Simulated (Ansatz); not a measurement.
**BClF2H2O (built from SMILES FB(F)Cl.O): search for a transition state**

Wanted: the transition state of a four-centre ligand exchange (form B1–O6, Cl2–H5 and break B1–Cl2, H5–O6). The guess is relaxed with those distances held, a saddle search follows, and vibrations and two downhill relaxations check it.

Computed with Ansatz 0.2.0, Gaussian basis. Level: PBE0-D4, def2-SVP first, then def2-TZVP.

152 further runs of the same task are left out: 152 set aside as unsound or not needed.

## 1. The starting structure

The guess: 7 atoms, charge 0, spin multiplicity 1.

Atoms are counted from 1 here; the program's logs count them from 0.

Bond lengths: B1–Cl2 2.083 Å, B1–F3 1.333 Å, B1–F4 1.324 Å, B1–O6 1.497 Å, Cl2–H5 1.583 Å, O6–H7 0.964 Å. Angles: Cl2–B1–F3 109.7°, Cl2–B1–F4 109.4°, Cl2–B1–O6 89.1°, F3–B1–F4 116.1°, F3–B1–O6 114.0°, F4–B1–O6 115.1°, B1–Cl2–H5 60.4°, B1–O6–H7 114.1°.

Coordinates:

```
B    -0.1794   -0.5300    0.2604
Cl    1.8348   -0.2430   -0.1849
F    -0.7304   -1.3324   -0.6505
F    -0.3017   -0.9118    1.5219
H     0.8348    0.9822   -0.2604
O    -0.4167    0.9269    0.0123
H    -1.0414    1.1080   -0.6988
```

Distances that are to change: B1–O6 1.50 Å, Cl2–H5 1.58 Å, B1–Cl2 2.08 Å, H5–O6 1.28 Å.

## 2. Constrained relaxation of the guess

Contents of hold/in.yaml:

```yaml
crystal:
  periodic: [false, false, false]
  atoms:
    - {symbol: B, position_ang: [-0.179400, -0.530000, 0.260400]}
    - {symbol: Cl, position_ang: [1.834800, -0.243000, -0.184900]}
    - {symbol: F, position_ang: [-0.730400, -1.332400, -0.650500]}
    - {symbol: F, position_ang: [-0.301700, -0.911800, 1.521900]}
    - {symbol: H, position_ang: [0.834800, 0.982200, -0.260400]}
    - {symbol: O, position_ang: [-0.416700, 0.926900, 0.012300]}
    - {symbol: H, position_ang: [-1.041400, 1.108000, -0.698800]}
basis:
  gaussian: {orbitals: def2-SVP}
hamiltonian: {xc: pbe0, dispersion: d4}
relax: {f_tol: 0.04, max_steps: 150, escape_saddle: false, constraints: [{distance: [0, 5]}, {distance: [1, 4]}, {distance: [0, 1]}, {distance: [4, 5]}]}
```

The run is started by

```console
ansatz run in.yaml --threads 4 --pin off --events-out ev --progress --plain --max-ram 9574MiB
```

After this run come: Force constants to start from; Saddle search in the small basis; Saddle search in triple zeta; Checking the order of the point; Relaxing after a step of 0.30 Å one way along the mode; Relaxing after a step of 0.30 Å the other way along the mode.

Before running it: what results should come out? Wanted: imaginary mode; barrier from the start side; barrier from the end side; energy of the step; pairs that change; zero-point energy at the saddle.

The runs gave:

| quantity | value |
| --- | --- |
| imaginary mode | 986i cm⁻¹ |
| barrier from the start side | 64.5 kJ/mol |
| barrier from the end side | 91.0 kJ/mol |
| energy of the step | -26.5 kJ/mol |
| pairs that change | B1–O6 tightened, Cl2–H5 formed, B1–Cl2 broken, H5–O6 broken |
| zero-point energy at the saddle | 0.870 eV |

What this shows: One imaginary mode, 986i cm⁻¹, makes this a first-order saddle. Going downhill both ways gives the intended start and end. At PBE0-D4/def2-TZVP the electronic barrier is 64.5 kJ/mol, about 26 kT at 298 K, and the step runs 26.5 kJ/mol downhill. A step off the saddle overshot and began above it in energy, so the link to its end is likely but not proven.
